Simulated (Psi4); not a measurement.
**CH2NSn (SMILES N#[C][SnH2]): an attempt with Psi4**

Aim: the energy of CH2NSn.

Program for the calculation: Psi4 1.11.

### Step 1. Starting point

The species is CH2NSn (5 atoms), meant as a doublet with charge 0. As SMILES, `N#[C][SnH2]`. The coordinates come from a PBE0-D4/def2-TZVP relaxation.

Bond lengths: N1–C2 1.154 Å, C2–Sn3 2.115 Å, Sn3–H4 1.710 Å, Sn3–H5 1.710 Å. Angles: N1–C2–Sn3 175.8°, C2–Sn3–H4 105.7°, C2–Sn3–H5 105.7°, H4–Sn3–H5 113.6°.

### Step 2. The input as written

input.dat

```
memory 1.6 GB

molecule {
  0 2
  N      0.833800    -1.535700     1.665600
  C      0.506000    -0.851500     0.796000
  Sn     0.009600     0.331100    -0.886300
  H     -1.648500     0.038200    -1.184000
  H      0.349000     1.944400    -0.432600
  symmetry c1
}

set {
  reference uks
  puream true
  scf_type cd
  dft_radial_points 99
  dft_spherical_points 590
  cholesky_tolerance 0.001
  maxiter 150
}

result = energy("m06-l/def2-TZVPD")
print_variables()
```

The run is started by

```
psi4 -i input.dat -o output.dat -n 1
```

output.dat:

```text
Psi4 1.11 release

   => Loading Basis Set <=

    Name: DEF2-TZVPD
    Role: ORBITAL
    Keyword: BASIS

    !!!  WARNING: ECP capability is in beta. Please check occupations closely.  !!!

         ---------------------------------------------------------
                                   SCF
                              UKS Reference
                        1 Threads,   1525 MiB Core
         ---------------------------------------------------------

  ==> Geometry <==

    Molecular point group: c1
    Full point group: C1

    Geometry (in Angstrom), charge = 0, multiplicity = 2:

       Center              X                  Y                   Z               Mass
    ------------   -----------------  -----------------  -----------------  -----------------
         N            0.714890822491    -1.603136112050     2.172783488986    14.003074004430
         C            0.387090822491    -0.918936112050     1.303183488986    12.000000000000
         SN          -0.109309177509     0.263663887950    -0.379116511014   119.902201630000
         H           -1.767409177509    -0.029236112050    -0.676816511014     1.007825032230
         H            0.230090822491     1.876963887950     0.074583488986     1.007825032230

  Running in c1 symmetry.

  Rotational constants: A =      3.10841  B =      0.09820  C =      0.09661 [cm^-1]
  Rotational constants: A =  93187.79463  B =   2944.07152  C =   2896.33817 [MHz]
  Nuclear repulsion =   94.907877767547262

  Charge       = 0
  Multiplicity = 2
  Electrons    = 37
  Nalpha       = 19
  Nbeta        = 18

  ==> Algorithm <==

  SCF Algorithm Type is CD.
  DIIS enabled.
  MOM disabled.
  Fractional occupation disabled.
  Guess Type is SAD.
  Energy threshold   = 1.00e-06
  Density threshold  = 1.00e-06
  Integral threshold = 1.00e-12

  ==> Primary Basis <==

  Basis Set: DEF2-TZVPD
    Blend: DEF2-TZVPD
    Number of shells: 54
    Number of basis functions: 148
    Number of Cartesian functions: 170
    Spherical Harmonics?: true
    Max angular momentum: 3

  Core potential: DEF2-TZVPD
    Number of shells: 4
    Number of ECP primitives: 18
    Number of ECP core electrons: 28
    Max angular momentum: 3

  ==> DFT Potential <==

   => LibXC <=

    Version 7.1.2

   => Composite Functional: M06-L <=

    M06-L Meta-GGA XC Functional

    Deriv               =              1
    GGA                 =           TRUE
    Meta                =           TRUE

    Exchange Hybrid     =          FALSE
    MP2 Hybrid          =          FALSE

   => Exchange Functionals <=

    1.0000   XC_MGGA_X_M06_L

   => Correlation Functionals <=

    1.0000   XC_MGGA_C_M06_L

   => LibXC Density Thresholds  <==

    XC_MGGA_C_M06_L:  1.00E-12
    XC_MGGA_X_M06_L:  1.00E-15

   => Molecular Quadrature <=

    Radial Scheme          =       TREUTLER
    Pruning Scheme         =           NONE
    Nuclear Scheme         =       TREUTLER

    Blocking Scheme        =         OCTREE
    BS radius alpha        =              1
    Pruning alpha          =              1
    Radial Points          =             99
    Spherical Points       =            590
    Total Points           =         281993
    Total Blocks           =           2114
    Max Points             =            256
    Max Functions          =            146
    Weights Tolerance      =       1.00E-15

  ==> Integral Setup <==

RuntimeError:
Fatal Error: Disk algorithm for CD JK not implemented.

Printing out the relevant lines from the Psithon --> Python processed input file:
    core.set_global_option("SCF_TYPE", "cd")
    core.set_global_option("DFT_RADIAL_POINTS", 99)
    core.set_global_option("DFT_SPHERICAL_POINTS", 590)
    core.set_global_option("CHOLESKY_TOLERANCE", 0.001)
    core.set_global_option("MAXITER", 150)
--> result = energy("m06-l/def2-TZVPD")
    print_variables()

!----------------------------------------------------------------------------------!
!                                                                                  !
! Fatal Error: Disk algorithm for CD JK not implemented.                           !
!                                                                                  !
!----------------------------------------------------------------------------------!

    Psi4 run time: 0:00:00.33
```

Run time: 1 s. Hardware: 1 thread of Intel Xeon 6975P-C (Granite Rapids), shared host; peak memory 0.19 GiB.

### Step 3. What went wrong

The program broke off before the end.

The log says `Fatal Error: Disk algorithm for CD JK not implemented.`. To mend it: integral approximation def2-universal-jfit in place of cd 1e-3. The program turns down these settings as typed.
